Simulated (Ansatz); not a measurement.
# ZrN+ (triplet): from Hartree-Fock to the top rungs, def2-QZVPP

An exercise on one series of results from a longer session: the logs are not shown, and one member is left open.

The runs use Ansatz 0.2.0, Gaussian basis; def2-QZVPP, core rule «outside noble gas», up to 5 orbitals frozen.

The runs, in order: UHF; ROHF; CCSD(T) on UHF.

## The geometry

The geometry is a PBE0/def2-TZVP stationary point (not a proven minimum) of the parent state, kept for this charge and spin. No spin-orbit coupling is included. Elements past krypton take def2 core potentials.

2 atoms, charge 1, spin multiplicity 3.

Atoms are counted from 1 here; the program's logs count them from 0.

Bond lengths: Zr1–N2 1.771 Å.

The first run:

Contents of in.yaml:

```yaml
crystal:
  periodic: [false, false, false]
  atoms:
    - {symbol: Zr, position_ang: [0.000000, 0.000000, 0.000000]}
    - {symbol: N, position_ang: [0.000000, 0.000000, 1.771293]}
basis:
  gaussian: {orbitals: "def2-QZVPP.json"}
total_charge: 1
magnetization: {spin_polarized: true, initial_magnetization: 2}
hamiltonian: {xc: hf}
output: {orbitals: {seedname: orbitals}}
```

Started as:

```sh
ansatz run in.yaml --threads 1 --pin off --events-out ev --progress --plain --max-ram 4096MiB --backend cpu
```

Among the steps run: UHF; ROHF; CCSD(T) on UHF.

One of the session's tables, all rows but one given; the rest of the session is left out.

| method | from UCCSD(T) (kcal/mol) |
| --- | --- |
| ROHF | +181.05 |
| UHF | +174.99 |
| UMP2 | ? |
| UCCSD | +11.63 |
| UCCSD(T) | 0 |

Estimate the missing values for UMP2.

As computed: from UCCSD(T) (kcal/mol): +12.90. In the column «from UCCSD(T) (kcal/mol)» it lies between UCCSD (+11.63) and UHF (+174.99).
